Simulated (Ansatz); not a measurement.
**CH6Ge (methyl germane): PBE0/def2-SVPD**

Aim: the electronic atomisation energy of CH6Ge (methyl germane) at PBE0/def2-SVPD, from 4 runs. 

The calculation is run with Ansatz 0.2.0.

28 further runs of the same task are left out: 28 set aside as unsound or not needed.

## (1) The system as given

CH6Ge has 8 atoms, charge 0, and is taken as a singlet. As SMILES, `[CH3][GeH3]`. The coordinates come from a PBE0-D4/def2-TZVP relaxation.

Bond lengths: C1–Ge2 1.953 Å, C1–H3 1.090 Å, C1–H4 1.090 Å, C1–H5 1.091 Å, Ge2–H6 1.539 Å, Ge2–H7 1.539 Å, Ge2–H8 1.539 Å. Some angles: C1–Ge2–H6 110.4°, C1–Ge2–H7 110.4°, C1–Ge2–H8 110.4°, Ge2–C1–H3 110.3°, Ge2–C1–H4 110.3°, Ge2–C1–H5 110.3°, H6–Ge2–H7 108.5°, H6–Ge2–H8 108.5°, H7–Ge2–H8 108.5°, H3–C1–H4 108.6°.

## (2) A single-point energy at PBE0/def2-SVPD

The input, run.yaml:

```yaml
crystal:
  periodic: [false, false, false]
  atoms:
    - {symbol: C, position_ang: [-0.310900, 0.190300, -0.971400]}
    - {symbol: Ge, position_ang: [0.296900, -0.181900, 0.846700]}
    - {symbol: H, position_ang: [-1.380100, 0.404200, -0.976500]}
    - {symbol: H, position_ang: [0.218800, 1.052200, -1.378400]}
    - {symbol: H, position_ang: [-0.124600, -0.669400, -1.616000]}
    - {symbol: H, position_ang: [0.030700, 1.028200, 1.760100]}
    - {symbol: H, position_ang: [1.807100, -0.479600, 0.857700]}
    - {symbol: H, position_ang: [-0.445700, -1.401200, 1.422100]}
basis:
  gaussian: {orbitals: def2-SVPD}
hamiltonian: {xc: {name: PBE0}}
accuracy: high
output: {orbitals: {seedname: orbitals}}
```

The run is started by

```
ansatz run run.yaml --threads 1 --pin off --max-ram 3480MiB --events-out events.jsonl --progress --plain --runs-dir runs
```

The program printed:

```text
Warning: RAYON_NUM_THREADS=1 ignored (pool sized by the plan → 1); use --threads N
Functional definition: PBE0
  name "PBE0"
  parameter a = 0.25
  parameter kappa = 0.804
  parameter beta = 0.06672455060314922
  exchange = (1 - a)*pbe_x(kappa = kappa, mu = beta*pi^2/3) + a*exact_x
  correlation = pbe_c(beta = beta)
2130 factors; integrals over basis functions are off by at most 4.4e-9 eV
mean field evaluation 1: about -57632.6251 eV, gradient 4.2e1 eV
mean field evaluation 2: about -57630.8015 eV, gradient 4.7e1 eV
mean field evaluation 4: about -57636.4972 eV, gradient 4.0e-1 eV
mean field evaluation 8: about -57636.5401 eV, gradient 6.7e-2 eV
mean field evaluation 16: about -57636.5401 eV, gradient 2.7e-6 eV
mean field -57636.54013282 eV, -2118.1037824310 hartree, gradient 1.5e-8 eV, S^2 0.000000; 0 other end points of the search recorded, 0 dependent functions left out
reference -57636.54013584 eV, -2118.1037825422 hartree; 22, 22 occupied and 84, 84 virtual orbitals, 2130 factors
Total energy: -57636.54013584 eV, -2118.1037825422 hartree
```

Wall time 9.9 s (1 thread of Arm Neoverse V1, shared host); peak memory 0.35 GiB.

## (3) The C atom, same level

The input, in.yaml:

```yaml
crystal:
  periodic: [false, false, false]
  atoms:
    - symbol: C
      position_ang: [0.000000, 0.000000, 0.000000]
basis:
  gaussian:
    orbitals: def2-SVPD
magnetization:
  spin_polarized: true
  initial_magnetization: 2
hamiltonian:
  xc: pbe0
accuracy: high
```

Run the same way, it converges to -37.76146 Eh (log not shown).

## (4) The Ge atom at the same level

The input, run.yaml:

```yaml
basis:
  gaussian:
    orbitals: def2-SVPD
crystal:
  periodic: [false, false, false]
  atoms:
    - {symbol: Ge, position_ang: [0.000000, 0.000000, 0.000000]}
magnetization:
  spin_polarized: true
  initial_magnetization: 2
hamiltonian:
  xc: pbe0
accuracy: high
```

The run is started by

```
ansatz run run.yaml --threads 1 --pin off --max-ram 3480MiB --events-out events.jsonl --progress --plain --runs-dir runs
```

The program printed (excerpt; [...] marks lines left out):

```text
Warning: RAYON_NUM_THREADS=1 ignored (pool sized by the plan → 1); use --threads N
[... 7 set-up lines as earlier in the session ...]
370 factors; integrals over basis functions are off by at most 4.8e-9 eV
mean field evaluation 1: about -56501.5299 eV, gradient 4.7e0 eV
mean field evaluation 2: about -56501.5756 eV, gradient 3.7e0 eV
mean field evaluation 4: about -56501.5962 eV, gradient 4.8e-1 eV
mean field evaluation 8: about -56501.5985 eV, gradient 4.6e-3 eV
mean field evaluation 16: about -56501.5985 eV, gradient 6.8e-8 eV
mean field -56501.59853459 eV, -2076.3954479873 hartree, gradient 9.1e-9 eV, S^2 2.003431; 0 other end points of the search recorded, 0 dependent functions left out
reference -56501.59853611 eV, -2076.3954480430 hartree; 17, 15 occupied and 21, 23 virtual orbitals, 370 factors
Total energy: -56501.59853611 eV, -2076.3954480430 hartree
```

It took 1.9 s on 1 thread of Arm Neoverse V1, shared host; peak memory 0.1 GiB.

## (5) The H atom at the same level

The input, in.yaml:

```yaml
crystal:
  periodic: [false, false, false]
  atoms:
    - {symbol: H, position_ang: [0.000000, 0.000000, 0.000000]}
basis:
  gaussian: {orbitals: def2-SVPD}
magnetization: {spin_polarized: true, initial_magnetization: 1}
hamiltonian: {xc: {name: PBE0}}
accuracy: high
```

The run is started by

```
ansatz run in.yaml --threads 1 --pin off --max-ram 3480MiB --events-out events.jsonl --progress --plain --runs-dir runs
```

The program printed (excerpt; [...] marks lines left out):

```text
Warning: RAYON_NUM_THREADS=1 ignored (pool sized by the plan → 1); use --threads N
[... 7 set-up lines as earlier in the session ...]
33 factors; integrals over basis functions are off by at most 2.1e-9 eV
mean field evaluation 1: about -13.6122 eV, gradient 3.3e-1 eV
mean field evaluation 2: about -13.6136 eV, gradient 2.0e-2 eV
mean field evaluation 4: about -13.6136 eV, gradient 2.2e-5 eV
mean field evaluation 8: about -13.6136 eV, gradient 1.1e-8 eV
mean field -13.61360498 eV, -0.5002907553 hartree, gradient 1.1e-8 eV, S^2 0.750000; 0 other end points of the search recorded, 0 dependent functions left out
reference -13.61360633 eV, -0.5002908051 hartree; 1, 0 occupied and 7, 8 virtual orbitals, 33 factors
Total energy: -13.61360633 eV, -0.5002908051 hartree
```

Wall time 0.12 s (1 thread of Arm Neoverse V1, shared host).

## (6) What came out

Level: PBE0/def2-SVPD.

| quantity | value |
| --- | --- |
| molecule: total energy | -2118.10378 Eh |
| molecule: HOMO energy | -8.96 eV |
| molecule: LUMO energy | 0.38 eV |
| molecule: HOMO–LUMO gap | 9.34 eV |
| C atom: total energy | -37.76146 Eh |
| C atom: ⟨S²⟩ | 2.004 |
| Ge atom: total energy | -2076.39545 Eh |
| Ge atom: ⟨S²⟩ | 2.003 |
| H atom: total energy | -0.50029 Eh |
| H atom: ⟨S²⟩ | 0.750 |
| electronic atomisation energy | 25.718 eV |

In words: Taking the molecule apart into free atoms costs 25.72 eV (593 kcal/mol), before zero-point energy and without spin-orbit coupling.
